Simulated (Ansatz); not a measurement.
# B₃N₃H₆: energies up the ladder

Wanted for B₃N₃H₆: energies up the ladder.

Computed with Ansatz 0.2.0 (the levels named in each step, unless a step's input says otherwise).

**1. Starting point**

Bond lengths: B1–N2 1.417 Å, N2–B3 1.417 Å, B3–N4 1.417 Å, N4–B5 1.417 Å, B1–N6 1.417 Å, B5–N6 1.417 Å, B1–H7 1.175 Å, N2–H8 1.008 Å, B3–H9 1.175 Å, N4–H10 1.008 Å, B5–H11 1.175 Å, N6–H12 1.008 Å. Angles (14 of 18 angles, heavy atoms first): B1–N2–B3 123.1°, N2–B1–N6 116.9°, N2–B3–N4 116.9°, B3–N4–B5 123.1°, N4–B5–N6 116.9°, B1–N6–B5 123.1°, B1–N2–H8 118.5°, B3–N2–H8 118.5°, N2–B1–H7 121.6°, N6–B1–H7 121.5°, N2–B3–H9 121.6°, N4–B3–H9 121.5°, B3–N4–H10 118.5°, B5–N4–H10 118.5°.

Structure file:

```xyz
12

B    -1.1105    0.8243    0.3959
N    -1.2025   -0.5897    0.3884
B    -0.1300   -1.4327    0.0048
N     1.0765   -0.7991   -0.3838
B     1.2405    0.6083   -0.4007
N     0.1260    1.3888   -0.0047
H    -2.0176    1.4983    0.7187
H    -2.0722   -1.0161    0.6690
H    -0.2355   -2.6032    0.0090
H     1.8548   -1.3770   -0.6616
H     2.2540    1.1048   -0.7287
H     0.2171    2.3931   -0.0084
```

**2. A rough first relaxation, PBE-D4/def2-SVP**

input.yaml reads:

```yaml
crystal:
  periodic: [false, false, false]
  atoms:
    - { symbol: B, position_ang: [-1.11051, 0.82433, 0.39586] }
    - { symbol: "N", position_ang: [-1.20249, -0.58972, 0.38837] }
    - { symbol: B, position_ang: [-0.12998, -1.43267, 0.00483] }
    - { symbol: "N", position_ang: [1.07648, -0.79905, -0.38381] }
    - { symbol: B, position_ang: [1.24048, 0.60834, -0.40072] }
    - { symbol: "N", position_ang: [0.12598, 1.38878, -0.00468] }
    - { symbol: H, position_ang: [-2.01762, 1.4983, 0.71874] }
    - { symbol: H, position_ang: [-2.07224, -1.01609, 0.66897] }
    - { symbol: H, position_ang: [-0.23546, -2.60322, 0.00903] }
    - { symbol: H, position_ang: [1.8548, -1.37698, -0.66163] }
    - { symbol: H, position_ang: [2.25403, 1.10483, -0.72866] }
    - { symbol: H, position_ang: [0.21709, 2.3931, -0.00837] }
basis:
  gaussian: { orbitals: def2-SVP }
hamiltonian:
  xc: pbe
  dispersion: d4
relax:
  f_tol: 0.03
  max_steps: 200
```

Run with:

```
$ ansatz run input.yaml --threads 4 --pin off --max-ram 10240MiB --backend cpu --events-out ev --progress --plain --runs-dir out
```

After this run come: Relaxation, PBE0-D4/def2-TZVPP; Frequencies, PBE0-D4/def2-TZVPP; Single point, PBE-D4/def2-TZVPP; Single point, r2SCAN-D4/def2-TZVPP; Single point, B3LYP-D4/def2-TZVPP; Single point, wB97M-V/def2-TZVPP; Single point, B2PLYP/def2-TZVPP; Single point, LDA/def2-TZVPP; Single point, PBE0-D4/def2-SVP; Single point, PBE-D4/def2-SVP; Single point, CCSD(T)/def2-TZVPP; Single point, MP2/def2-QZVPP.

Before running it: what results should come out? Wanted: B1–N2 at PBE0-D4/def2-TZVPP; B1–N6 at PBE0-D4/def2-TZVPP; N2–B3 at PBE0-D4/def2-TZVPP; frequencies at PBE0-D4/def2-TZVPP; energy at CCSD(T)/CBS.

The runs gave:

| quantity | value |
| --- | --- |
| B1–N2 at PBE0-D4/def2-TZVPP | 1.425 Å |
| B1–N6 at PBE0-D4/def2-TZVPP | 1.425 Å |
| N2–B3 at PBE0-D4/def2-TZVPP | 1.425 Å |
| frequencies at PBE0-D4/def2-TZVPP | 285 to 3674 cm⁻¹ |
| energy at CCSD(T)/CBS | -6594.803 eV |

**Reading.** No mode is imaginary, so the geometry is a minimum. These totals serve in differences with atoms or fragments at the same level; alone they don't rank the methods.
